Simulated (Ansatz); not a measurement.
# CH₇AsBNSi: a ladder of functionals and wavefunction methods

An exercise on one series of results from a longer session: the logs are not shown, and one member is left open.

The runs use Ansatz 0.2.0, Gaussian basis; functionals in def2-TZVPP, the program's frozen cores in correlated methods.

Levels to be run: PBE-D4, r2SCAN-D4, PBE0-D4, B3LYP-D4, ωB97X-V, ωB97M-V, B2PLYP; CCSD(T)/def2-TZVPP; MP2/def2-QZVPP; extrapolation to the limit.

## The geometry

All runs share one geometry, relaxed beforehand with PBE0-D4 in a triple-zeta def2 set.

12 atoms, charge 0, spin multiplicity 1.

Atoms are counted from 1 here; the program's logs count them from 0.

Bond lengths: B1–C2 1.560 Å, B1–Si5 2.014 Å, B1–H6 1.208 Å, B1–H8 1.225 Å, C2–N3 1.296 Å, C2–H7 1.095 Å, N3–As4 1.943 Å, N3–H9 1.012 Å, As4–Si5 2.402 Å, As4–H10 1.526 Å, Si5–H11 1.493 Å, Si5–H12 1.490 Å. Angles: C2–B1–Si5 105.9°, C2–B1–H6 112.5°, C2–B1–H8 102.3°, Si5–B1–H6 117.9°, Si5–B1–H8 107.8°, H6–B1–H8 109.2°, B1–C2–N3 125.3°, B1–C2–H7 121.1°, N3–C2–H7 113.6°, C2–N3–As4 123.4°, C2–N3–H9 119.1°, As4–N3–H9 117.5°, N3–As4–Si5 87.2°, N3–As4–H10 92.7°, Si5–As4–H10 92.5°, B1–Si5–As4 95.8°, B1–Si5–H11 120.3°, B1–Si5–H12 120.9° and more.

The first run:

The input, in.yaml:

```yaml
crystal:
  periodic: [false, false, false]
  atoms:
    - {symbol: B, position_ang: [0.334026, 0.786246, 0.939212]}
    - {symbol: C, position_ang: [0.185237, -0.758154, 1.098489]}
    - {symbol: N, position_ang: [-0.136680, -1.580782, 0.149774]}
    - {symbol: As, position_ang: [-0.625592, -1.008241, -1.640941]}
    - {symbol: Si, position_ang: [-0.537471, 1.246648, -0.816982]}
    - {symbol: H, position_ang: [-0.024492, 1.388266, 1.923369]}
    - {symbol: H, position_ang: [0.405163, -1.252017, 2.051203]}
    - {symbol: H, position_ang: [1.543720, 0.919900, 0.802795]}
    - {symbol: H, position_ang: [-0.144739, -2.574907, 0.341421]}
    - {symbol: H, position_ang: [0.828928, -0.966271, -2.102070]}
    - {symbol: H, position_ang: [-1.950603, 1.726688, -0.854151]}
    - {symbol: H, position_ang: [0.199503, 2.017323, -1.858119]}
basis:
  gaussian: {orbitals: def2-TZVPP}
hamiltonian: {xc: pbe, dispersion: d4}
output: {forces: true, orbitals: {seedname: orbitals}}
```

Command:

```sh
> ansatz run in.yaml --threads 4 --pin off --events-out ev --progress --plain --max-ram 10444MiB
```

Among the steps run: PBE-D4 (GGA); r2SCAN-D4 (meta-GGA); PBE0-D4 (hybrid); B3LYP-D4 (hybrid); ωB97X-V (range-separated); ωB97M-V (range-separated); B2PLYP (double hybrid); CCSD(T) in def2-TZVPP; MP2 in def2-QZVPP.

One of the session's tables, all rows but one given; the rest of the session is left out.

It belongs to the step «Atomisation energies». 

| method | atomisation energy (kJ/mol) |
| --- | --- |
| PBE-D4 | ? |
| r2SCAN-D4 | 4022.6 |
| PBE0-D4 | 4022.9 |
| B3LYP-D4 | 4031.4 |
| ωB97X-V | 4039.1 |
| ωB97M-V | 4016.4 |
| B2PLYP | 3952.8 |
| HF/def2-TZVPP | 2798.1 |
| MP2/def2-TZVPP | 3891.9 |
| CCSD/def2-TZVPP | 3801.6 |
| CCSD(T)/def2-TZVPP | 3872.4 |
| MP2/CBS | 4000.3 |
| CCSD(T)/CBS | 3980.9 |

Estimate the missing values for PBE-D4.

The run gave: atomisation energy (kJ/mol): 4102.2. In the column «atomisation energy (kJ/mol)» it is the highest.
